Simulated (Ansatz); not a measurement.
# SnH₄S₄: how energies converge with the basis set

Aim: see how fast density functionals converge with the basis set for SnH₄S₄.

The runs use Ansatz 0.2.0, Gaussian basis; one geometry, several basis sets.

Plan: PBE0-D4/def2-SVP; ωB97M-V/def2-SVP; PBE0-D4/def2-QZVPP; ωB97M-V/def2-QZVPP; the functionals' def2-TZVPP values are taken from earlier runs.

### Step 1. The relaxed structure

All runs share one geometry, relaxed beforehand with PBE0-D4 in a triple-zeta def2 set. Sn takes the def2 core potential; no spin-orbit term is included.

9 atoms, charge 0, spin multiplicity 1.

Atoms are counted from 1 here; the program's logs count them from 0.

Bond lengths: S1–Sn2 2.393 Å, S1–H6 1.345 Å, Sn2–S3 2.387 Å, Sn2–S4 2.397 Å, Sn2–S5 2.392 Å, S3–H7 1.344 Å, S4–H8 1.344 Å, S5–H9 1.344 Å. Angles: Sn2–S1–H6 91.8°, S1–Sn2–S3 111.3°, S1–Sn2–S4 104.6°, S1–Sn2–S5 113.0°, S3–Sn2–S4 112.6°, S3–Sn2–S5 103.6°, S4–Sn2–S5 112.0°, Sn2–S3–H7 92.1°, Sn2–S4–H8 92.3°, Sn2–S5–H9 92.2°.

### Step 2. PBE0-D4 in def2-SVP

in.yaml reads:

```yaml
crystal:
  periodic: [false, false, false]
  atoms:
    - {symbol: S, position_ang: [-0.407334, 1.979542, -1.303424]}
    - {symbol: Sn, position_ang: [0.248178, 0.135520, 0.073969]}
    - {symbol: S, position_ang: [2.624265, -0.057135, 0.191026]}
    - {symbol: S, position_ang: [-0.782577, -1.775338, -0.942363]}
    - {symbol: S, position_ang: [-0.406637, 0.399190, 2.358939]}
    - {symbol: H, position_ang: [-1.563257, 1.376586, -1.633654]}
    - {symbol: H, position_ang: [2.681473, -0.694457, -0.991382]}
    - {symbol: H, position_ang: [-0.775049, -2.462256, 0.213323]}
    - {symbol: H, position_ang: [-1.530664, 1.052148, 2.016466]}
basis:
  gaussian: {orbitals: def2-SVP}
hamiltonian: {xc: pbe0, dispersion: d4}
output: {orbitals: {seedname: orbitals}}
```

Launch:

```bash
ansatz run in.yaml --threads 2 --pin off --events-out ev --progress --plain --max-ram 32768MiB --backend cpu
```

The runs that follow: ωB97M-V in def2-SVP; PBE0-D4 in def2-QZVPP; ωB97M-V in def2-QZVPP.

**Question.** What will the summary of the whole plan be? Wanted: PBE0-D4: double and triple zeta above quadruple; ωB97M-V: double and triple zeta above quadruple.

As calculated:

| quantity | value |
| --- | --- |
| PBE0-D4: double and triple zeta above quadruple | 16.83, 1.37 eV |
| ωB97M-V: double and triple zeta above quadruple | 16.68, 1.31 eV |

In words: PBE0-D4 gains 15.46 eV from double to triple zeta, then 1.37 eV more. Total energies overstate the basis error of differences, where much of it tends to cancel.
